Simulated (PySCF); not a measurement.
# AsFH4Pb: the cost of one run

Programs: PySCF 2.14.0, with routines of our own; each step states its level. All values are computed. Atoms count from 0.

## Step 1: The starting structure

7 atoms, charge 0, multiplicity 1; geometry from: GFN2-xTB.

## Step 2: NMR shieldings: PBE/pcJ-1 As:dyall-v2z Pb:dyall-v2z, non-relativistic

Job settings and geometry (Å):

```
{"job": {"kind": "hnmr", "xc": "PBE", "basis": {"default": "pcJ-1", "As": "dyall-v2z", "Pb": "dyall-v2z"}, "rel": "nr"}, "charge": 0, "multiplicity": 1}
F     -0.964489     1.624188    -0.526232
Pb    -0.889635    -0.343403     0.222503
As     1.732863     0.002285     0.670720
H     -1.545215    -1.292925    -1.152384
H     -2.137620    -0.276453     1.492925
H      2.100950    -0.884546    -0.489291
H      1.706481     1.175758    -0.245318
```

Level: PBE/pcJ-1 As:dyall-v2z Pb:dyall-v2z GIAO NMR shielding, non-relativistic, Gaussian nuclei, gas phase.

The run is started by

```
OMP_NUM_THREADS=1 python heavy_run.py task.json out
```

The driver reads the jobs from task.json and runs them one after another.

Q: Estimate the wall time and peak memory of this first job on 1 thread of Arm Neoverse V1, shared host.

About 21 s, with a peak of 1.2 GiB.
